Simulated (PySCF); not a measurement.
# [HfOCl]+: other functionals and bases at one geometry

How far do other levels of theory move the description of [HfOCl]+, and what does each cost? The structure is generated, not taken from experiment.

Method: several levels, as the steps say, no spin–orbit coupling; program: PySCF 2.14.0.

1 further run of the same task is left out (for a known fault of the program).

### 1 The system as given

3 atoms, charge 1, spin multiplicity 1.

Bond lengths: Hf1–O2 1.709 Å, Hf1–Cl3 2.285 Å. Angles: O2–Hf1–Cl3 105.3°.

Coordinates:

```
Hf    0.1830    0.0000   -0.4514
O     1.4965    0.0000    0.6426
Cl   -1.6895    0.0000    0.8574
```

Formal oxidation states: Hf +4. An earlier session relaxed this geometry at PBE0, Hf def2-SVP with ECP60, O def2-SVP, Cl def2-SVP (singlet, point group Cs).

At PBE0 on the finer grid: E = -582.778753 Eh, HOMO -14.24 eV, LUMO -9.34 eV, Mulliken charge on Hf1 +1.29 e, largest force component 0.018 eV/Å. 

Levels to run: revPBE; TPSSh; PBE0, TZVP. Hardware: 2 threads of Arm Neoverse V1, shared host.

### 2 revPBE

File run.py (the lines that set the calculation):

```python
mol = gto.M(atom='''
Hf     0.18297     0.00000    -0.45139
O      1.49648     0.00000     0.64260
Cl    -1.68949     0.00000     0.85737''',
    basis={'Hf': 'def2-SVP', 'O': 'def2-SVP', 'Cl': 'def2-SVP'},
    ecp={'Hf': 'def2-SVP'},
    charge=1, spin=0)
mf = dft.RKS(mol, xc='PBE_R,PBE')
mf.grids.atom_grid = (75, 302)
mf = mf.density_fit()  # fitting sets: Hf def2-universal-JKFIT, O def2-universal-JKFIT, Cl def2-universal-JKFIT
mf.conv_tol = 1e-08; mf.max_cycle = 55
mf.kernel(dm0)  # dm0: the density of the relaxed state
```

Started as:

```sh
> OMP_NUM_THREADS=2 python run.py
```

The log of the run:

```text
init E= -582.979565898599
  HOMO = -0.466185667972472  LUMO = -0.379071118544901  gap/eV = 2.37051
cycle= 1 E= -582.969909295744  delta_E= 0.00966  |g|= 0.227  |ddm|= 0.313
  HOMO = -0.495202006986912  LUMO = -0.341339322563373  gap/eV = 4.18682
cycle= 2 E= -582.822214866106  delta_E= 0.148  |g|= 0.827  |ddm|= 0.84
  HOMO = -0.469839681611043  LUMO = -0.363303874417969  gap/eV = 2.89899
cycle= 3 E= -582.980529684745  delta_E= -0.158  |g|= 0.0727  |ddm|= 0.621
  HOMO = -0.468903691953076  LUMO = -0.369720236882372  gap/eV = 2.69892
cycle= 4 E= -582.981866797733  delta_E= -0.00134  |g|= 0.0321  |ddm|= 0.129
  HOMO = -0.471092737097764  LUMO = -0.369550296097776  gap/eV = 2.76311
cycle= 5 E= -582.98219303373  delta_E= -0.000326  |g|= 0.0116  |ddm|= 0.0447
  HOMO = -0.470807973765842  LUMO = -0.369016342399889  gap/eV = 2.76989
cycle= 6 E= -582.982223795392  delta_E= -3.08e-05  |g|= 0.00161  |ddm|= 0.00885
  HOMO = -0.470859958078373  LUMO = -0.368990471634822  gap/eV = 2.77201
cycle= 7 E= -582.982224341466  delta_E= -5.46e-07  |g|= 0.000333  |ddm|= 0.000986
  HOMO = -0.470860271667395  LUMO = -0.368977691694423  gap/eV = 2.77237
cycle= 8 E= -582.982224366088  delta_E= -2.46e-08  |g|= 3.96e-05  |ddm|= 0.000233
  HOMO = -0.470862213306058  LUMO = -0.368977566250209  gap/eV = 2.77242
cycle= 9 E= -582.982224366419  delta_E= -3.31e-10  |g|= 4.83e-06  |ddm|= 2.83e-05
  HOMO = -0.47086194918895  LUMO = -0.368977680622609  gap/eV = 2.77241
Extra cycle  E= -582.982224366389  delta_E= 3e-11  |g|= 1.24e-05  |ddm|= 1.42e-05
converged SCF energy = -582.982224366389
```

Wall time 1.8 s (2 threads of Arm Neoverse V1, shared host).

Result: E = -582.982224 Eh, HOMO -12.81 eV, LUMO -10.04 eV, Mulliken charge on Hf1 +1.18 e, largest force component 1.102 eV/Å. 

### 3 TPSSh

run.py (the lines that set the calculation), as its differences from that of step 2:

```diff
@@ -7,3 +7,3 @@
     charge=1, spin=0)
-mf = dft.RKS(mol, xc='PBE_R,PBE')
+mf = dft.RKS(mol, xc='TPSSH')
 mf.grids.atom_grid = (75, 302)
```

Started as:

```sh
> OMP_NUM_THREADS=2 python run.py
```

The log of the run:

```text
init E= -583.037310460322
  HOMO = -0.495690622238525  LUMO = -0.355062202139635  gap/eV = 3.82669
cycle= 1 E= -583.037690048218  delta_E= -0.00038  |g|= 0.0149  |ddm|= 0.0686
  HOMO = -0.496763785078564  LUMO = -0.350955045541  gap/eV = 3.96766
cycle= 2 E= -583.037412314698  delta_E= 0.000278  |g|= 0.0361  |ddm|= 0.0559
  HOMO = -0.495144106384088  LUMO = -0.352923205831965  gap/eV = 3.87003
cycle= 3 E= -583.037729960241  delta_E= -0.000318  |g|= 0.0118  |ddm|= 0.0367
  HOMO = -0.495399867363444  LUMO = -0.353352212653429  gap/eV = 3.86531
cycle= 4 E= -583.037753833017  delta_E= -2.39e-05  |g|= 0.00376  |ddm|= 0.0113
  HOMO = -0.495583784474364  LUMO = -0.353349380985765  gap/eV = 3.87040
cycle= 5 E= -583.037757918988  delta_E= -4.09e-06  |g|= 0.000234  |ddm|= 0.00405
  HOMO = -0.495586624196869  LUMO = -0.353330333304008  gap/eV = 3.87099
cycle= 6 E= -583.037757934207  delta_E= -1.52e-08  |g|= 7.23e-05  |ddm|= 0.000276
  HOMO = -0.495585581327883  LUMO = -0.35332644990229  gap/eV = 3.87107
cycle= 7 E= -583.037757935417  delta_E= -1.21e-09  |g|= 1.54e-05  |ddm|= 7.08e-05
  HOMO = -0.495587894232404  LUMO = -0.353327207110895  gap/eV = 3.87111
Extra cycle  E= -583.037757935028  delta_E= 3.89e-10  |g|= 4.63e-05  |ddm|= 4.17e-05
converged SCF energy = -583.037757935028
```

Wall time 2 s (2 threads of Arm Neoverse V1, shared host).

It gives: E = -583.037758 Eh, HOMO -13.49 eV, LUMO -9.61 eV, Mulliken charge on Hf1 +1.29 e, largest force component 0.680 eV/Å. 

### 4 PBE0, TZVP

Basis: Hf def2-TZVP with ECP60, O def2-TZVP, Cl def2-TZVP. 

File run.py (the lines that set the calculation):

```python
mol = gto.M(atom='''
Hf     0.18297     0.00000    -0.45139
O      1.49648     0.00000     0.64260
Cl    -1.68949     0.00000     0.85737''',
    basis={'Hf': 'def2-TZVP', 'O': 'def2-TZVP', 'Cl': 'def2-TZVP'},
    ecp={'Hf': 'def2-TZVP'},
    charge=1, spin=0)
mf = dft.RKS(mol, xc='PBE0')
mf.grids.atom_grid = (75, 302)
mf = mf.density_fit()  # fitting sets: Hf def2-universal-JKFIT, O def2-universal-JKFIT, Cl def2-universal-JKFIT
mf.conv_tol = 1e-08; mf.max_cycle = 55
mf.kernel(dm0)  # dm0: free metal ions and neutral atoms
```

Started as:

```sh
> OMP_NUM_THREADS=2 python run.py
```

The log of the run:

```text
init E= -594.599133038103
  HOMO = -0.414344049757114  LUMO = -0.407278813167503  gap/eV = 0.19225
cycle= 1 E= -581.544194609373  delta_E= 13.1  |g|= 2.78  |ddm|= 2.46
  HOMO = -0.395003808178356  LUMO = -0.392899863202674  gap/eV = 0.05725
cycle= 2 E= -563.60708680133  delta_E= 17.9  |g|= 6.73  |ddm|= 4.41
  HOMO = -0.513256229453552  LUMO = -0.273203517553324  gap/eV = 6.53217
cycle= 3 E= -582.111025443551  delta_E= -18.5  |g|= 2.15  |ddm|= 3.48
  HOMO = -0.431910564318657  LUMO = -0.357717432469239  gap/eV = 2.01890
cycle= 4 E= -582.379970443215  delta_E= -0.269  |g|= 1.86  |ddm|= 1.72
  HOMO = -0.531822499084565  LUMO = -0.317385649260265  gap/eV = 5.83512
cycle= 5 E= -583.012568262065  delta_E= -0.633  |g|= 0.314  |ddm|= 0.92
  HOMO = -0.519749533273892  LUMO = -0.349535041843139  gap/eV = 4.63177
cycle= 6 E= -583.033404811478  delta_E= -0.0208  |g|= 0.165  |ddm|= 0.309
  HOMO = -0.520130344054921  LUMO = -0.341878096273293  gap/eV = 4.85049
cycle= 7 E= -583.039138541682  delta_E= -0.00573  |g|= 0.0222  |ddm|= 0.0775
  HOMO = -0.521920310650354  LUMO = -0.341787703573008  gap/eV = 4.90166
cycle= 8 E= -583.039240123763  delta_E= -0.000102  |g|= 0.00405  |ddm|= 0.0121
  HOMO = -0.522259465393771  LUMO = -0.341654075998424  gap/eV = 4.91452
cycle= 9 E= -583.039243848145  delta_E= -3.72e-06  |g|= 0.000913  |ddm|= 0.00258
  HOMO = -0.522184341481569  LUMO = -0.341546925599295  gap/eV = 4.91539
cycle= 10 E= -583.039244060699  delta_E= -2.13e-07  |g|= 0.000354  |ddm|= 0.000936
  HOMO = -0.522196222076472  LUMO = -0.3415729405734  gap/eV = 4.91501
cycle= 11 E= -583.03924409944  delta_E= -3.87e-08  |g|= 8.04e-05  |ddm|= 0.000328
  HOMO = -0.522192733612606  LUMO = -0.341578913182435  gap/eV = 4.91475
cycle= 12 E= -583.039244101909  delta_E= -2.47e-09  |g|= 2.73e-05  |ddm|= 0.000113
  HOMO = -0.522192492796742  LUMO = -0.341580476726325  gap/eV = 4.91470
Extra cycle  E= -583.039244101056  delta_E= 8.53e-10  |g|= 7.58e-05  |ddm|= 5.91e-05
converged SCF energy = -583.039244101056
```

It took 4.1 s on 2 threads of Arm Neoverse V1, shared host.

Read off: E = -583.039244 Eh, HOMO -14.21 eV, LUMO -9.29 eV, Mulliken charge on Hf1 +1.56 e, largest force component 0.409 eV/Å. 

### 5 All levels side by side

| level | state | HOMO (eV) | gap (eV) | charge on Hf1 (e) | dipole (D) | largest force (eV/Å) | basis functions | time |
| --- | --- | --- | --- | --- | --- | --- | --- | --- |
| PBE0 (relaxed here) | singlet | -14.24 | 4.91 | 1.29 | 6.14 | 0.02 | 64 | 3 s |
| revPBE | singlet | -12.81 | 2.77 | 1.18 | 5.58 | 1.10 | 64 | 1.8 s |
| TPSSh | singlet | -13.49 | 3.87 | 1.29 | 6.04 | 0.68 | 64 | 2 s |
| PBE0, TZVP | singlet | -14.21 | 4.91 | 1.56 | 6.10 | 0.41 | 108 | 4.1 s |

Times are on 2 threads of Arm Neoverse V1, shared host; the first row also made further properties. The dipole of a charged species depends on the origin, so these sizes hold for this origin alone.

In one basis the HOMO–LUMO gap runs from 2.77 eV (revPBE) to 4.91 eV (PBE0). The largest leftover force, 1.10 eV/Å with revPBE, stands at a geometry relaxed at another level. The Mulliken charge on Hf spans +1.18 to +1.56 e over the levels. Total energies of different levels can't be compared. Spin–orbit coupling is left out throughout.
